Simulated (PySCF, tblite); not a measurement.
**C₃H₄F₃NSi: geometry, infrared bands and NMR shifts**

Wanted: the infrared bands and NMR shifts of C₃H₄F₃NSi (`N#C[SiH2]C(F)(F)CF`), by calculation.

Programs: tblite 0.8.0 and PySCF 2.14.0, with density-fitted response routines of our own. Each step states its level of theory. These are calculated values for one molecule in the gas phase, unless marked as measured. Atoms are numbered from 0 throughout.

### 1 The starting structure

12 atoms, charge 0, multiplicity 1; geometry from: force field or distance geometry start.

Bonds of the start (Å): N0–C1 1.18, C1–Si2 1.82, Si2–C3 1.88, C3–F4 1.40, C3–F5 1.38, C3–C6 1.52, C6–F7 1.39, Si2–H8 1.47, Si2–H9 1.47, C6–H10 1.10, C6–H11 1.12.

### 2 Optimising the geometry with GFN2-xTB

The job: settings as JSON, then the geometry in Å.

```
{"job": {"kind": "relax", "xc": "GFN2-xTB", "basis": "xTB"}, "charge": 0, "multiplicity": 1}
N      3.054200    -0.750700    -0.822800
C      2.163500    -0.086800    -0.438500
Si     0.795900     0.930900     0.204600
C     -0.574700    -0.242000     0.734500
F      0.081200    -1.350900     1.273300
F     -1.415800     0.345000     1.662900
C     -1.300500    -0.600400    -0.554900
F     -1.762000     0.618800    -1.027800
H      0.290400     1.853600    -0.817300
H      1.329100     1.617900     1.390500
H     -2.135900    -1.298700    -0.404400
H     -0.524300    -1.037400    -1.226000
```

Run with:

```sh
OMP_NUM_THREADS=1 python probes_run.py task.json out
```

One launch serves the whole session: the jobs run in the order shown.

**Question.** This job is followed by: GFN2-xTB harmonic vibrations, gas phase; GIAO PBE0/pcSseg-1 NMR shielding, non-relativistic, gas phase. What will the session give for the following? strongest single infrared mode (GFN2-xTB); zero-point energy (GFN2-xTB); 13C shifts against TMS (PBE0/pcSseg-1); 1H shifts against TMS (PBE0/pcSseg-1, means over atoms taken as alike); 15N shifts against NH3 (PBE0/pcSseg-1); 29Si shifts against TMS (PBE0/pcSseg-1); 19F shifts against CFCl3 (PBE0/pcSseg-1, means over atoms taken as alike).

As calculated:

| quantity | value |
| --- | --- |
| strongest single infrared mode (GFN2-xTB) | 708 cm⁻¹, 250 km/mol |
| zero-point energy (GFN2-xTB) | 40.8 kcal/mol |
| 13C shifts against TMS (PBE0/pcSseg-1) | 136.1, 121.2, 91.7 ppm |
| 1H shifts against TMS (PBE0/pcSseg-1, means over atoms taken as alike) | 5.32, 4.50 ppm |
| 15N shifts against NH3 (PBE0/pcSseg-1) | 370.1 ppm |
| 29Si shifts against TMS (PBE0/pcSseg-1) | -75.4 ppm |
| 19F shifts against CFCl3 (PBE0/pcSseg-1, means over atoms taken as alike) | -125.3, -254.7 ppm |

In words: Relaxing lowered the energy by 0.530 eV in 120 steps; the close pair that moved most is Si2–C3, from 1.880 to 1.950 Å. All 30 modes are real, so the xTB geometry is a minimum. The strongest single mode, at 708 cm⁻¹, has its largest shares on Si2, H9 and H8 (the list is cut at 3 atoms). GFN2-xTB is a fitted tight-binding method: band positions and strengths are rough. Its intensities can rank the bands wrongly. The most deshielded hydrogen is H10, H11 (mean) (hydrogen on an sp3 CH2 bonded to F), at 5.32 ppm: its carbon carries F, which withdraws density. At PBE0/pcSseg-1: The widest tensor belongs to N0: span 612 ppm, with a paramagnetic part of -440 ppm.
